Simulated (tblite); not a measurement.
# GFN1-xTB run of C2H7AlSe (SMILES C[CH2][AlH][SeH])

We compute a structure relaxation of C2H7AlSe. 

The results are computed with tblite 0.8.0.

20 further runs of the same task are left out: 20 set aside as unsound or not needed.

## 1. The molecule

The species is C2H7AlSe (11 atoms), meant as a singlet with charge 0. As SMILES, `C[CH2][AlH][SeH]`. Geometry: relaxed at PBE0-D4/def2-TZVP. This is one conformer, not always the lowest. The run starts from this shape.

Bond lengths: C1–C2 1.526 Å, C2–Al3 1.956 Å, Al3–Se4 2.322 Å, C1–H5 1.093 Å, C1–H6 1.094 Å, C1–H7 1.093 Å, C2–H8 1.098 Å, C2–H9 1.098 Å, Al3–H10 1.585 Å, Se4–H11 1.470 Å. Some angles: C1–C2–Al3 117.4°, C2–Al3–Se4 121.1°, C1–C2–H8 110.4°, C1–C2–H9 110.4°, Al3–C2–H8 106.7°, Al3–C2–H9 106.7°, C2–C1–H5 111.7°, C2–C1–H6 112.0°, C2–C1–H7 111.7°, C2–Al3–H10 123.7°.

## 2. A structure relaxation at GFN1-xTB

File start.xyz:

```xyz
11

C     -0.898100     1.004300     0.067900
C      0.194400     0.320900     0.885200
Al     1.132900    -1.182000     0.056800
Se     0.600000    -1.893400    -2.088400
H     -0.505600     1.417000    -0.865500
H     -1.362200     1.830300     0.614900
H     -1.696600     0.307500    -0.201000
H      0.962800     1.047900     1.180900
H     -0.213000    -0.047600     1.836400
H      2.291300    -1.996100     0.768600
H     -0.440600    -0.865900    -2.235200
```

File xtb_job.py:

```python
import json
import numpy as np
from tblite.interface import Calculator
from tblite.interface import symbols_to_numbers
from scipy.optimize import minimize

symbols = list(map(str, np.loadtxt("start.xyz", skiprows=2, usecols=0, dtype=str, ndmin=1)))
numbers = np.array(symbols_to_numbers(symbols))
positions = np.loadtxt("start.xyz", skiprows=2, usecols=(1, 2, 3), ndmin=2) / 0.529177210903

tb = Calculator("GFN1-xTB", numbers, positions, charge=0, uhf=0)
tb.set("verbosity", 0)
tb.set("accuracy", 0.01)
last, frames, energies, grads = [None], [], [], []

def fun(x):
    tb.update(x.reshape(-1, 3))
    last[0] = tb.singlepoint(last[0])
    return float(last[0].get('energy')), last[0].get('gradient').ravel()

def show(x):
    e, g = fun(x)
    frames.append(x.reshape(-1, 3).tolist())
    energies.append(e)
    grads.append(g.reshape(-1, 3).tolist())
    print(f"{len(energies) - 1:4d} {e:16.9f} {np.abs(g).max():12.3e} {np.linalg.norm(g):12.3e}")

print("step      energy/Eh       max grad     grad norm")
show(positions.ravel())
opt = minimize(fun, positions.ravel(), jac=True, method="BFGS", callback=show, options={"gtol": 3e-05, "maxiter": 500})
print("converged:", opt.success, "-", opt.message)
fun(opt.x)
sp = last[0]
final = opt.x.reshape(-1, 3)
print("final geometry (angstrom)")
for s, p in zip(symbols, final * 0.529177210903):
    print(f"{s:<2} {p[0]:12.6f} {p[1]:12.6f} {p[2]:12.6f}")
print(f"Total energy: {sp.get('energy') * 627.5095:.8f} kcal/mol")
eps = np.atleast_2d(sp.get("orbital-energies")) * 27.211386
occ = np.atleast_2d(sp.get("orbital-occupations"))
filled = occ.sum(axis=0) if eps.shape[0] == 1 else occ[0]
homo = np.nonzero(filled > 0.5)[0].max()
print("  MO   occupation   energy/eV")
for i in range(max(0, homo - 4), min(eps.shape[1], homo + 5)):
    print(f"{i + 1:4d} {filled[i]:10.4f} {eps[0, i]:12.4f}")
mu = sp.get("dipole") * 2.541746
print(f"dipole: {np.linalg.norm(mu):.4f} D, components " + " ".join(f"{c:.4f}" for c in mu))
q = sp.get("charges")
print("Charges:", " ".join(f"{s}{i + 1}={c:+.4f}" for i, (s, c) in enumerate(zip(symbols, q))))
out = {k: np.asarray(sp.get(k)).tolist() for k in ("energy", "gradient", "charges", "dipole", "orbital-energies", "orbital-occupations")}
out.update(symbols=symbols, positions=(positions * 0.529177210903).tolist(), final=final.tolist(), frames=frames, step_energies=energies, grads=grads, success=bool(opt.success))
json.dump(out, open("results.json", "w"))
```

On the command line:

```console
$ python xtb_job.py
```

**Question.** What will come out? Wanted: total energy at the end; dipole moment; HOMO energy; LUMO energy; HOMO–LUMO gap.

Computed results:

At GFN1-xTB:

```
               quantity         value
total energy at the end  -12.65922 Eh
          dipole moment        1.50 D
            HOMO energy     -10.86 eV
            LUMO energy      -5.72 eV
          HOMO–LUMO gap       5.14 eV
```

At the final geometry: Bond lengths: C1–C2 1.537 Å, C2–Al3 1.996 Å, Al3–Se4 2.266 Å, C1–H5 1.095 Å, C1–H6 1.094 Å, C1–H7 1.095 Å, C2–H8 1.103 Å, C2–H9 1.103 Å, Al3–H10 1.576 Å, Se4–H11 1.451 Å. Some angles: C1–C2–Al3 118.6°, C2–Al3–Se4 125.0°, C1–C2–H8 108.0°, C1–C2–H9 108.0°, Al3–C2–H8 108.4°, Al3–C2–H9 108.4°, C2–C1–H5 111.3°, C2–C1–H6 110.7°, C2–C1–H7 111.3°, C2–Al3–H10 116.5°. The optimisation took 55 steps and changed the energy by -0.060 eV.
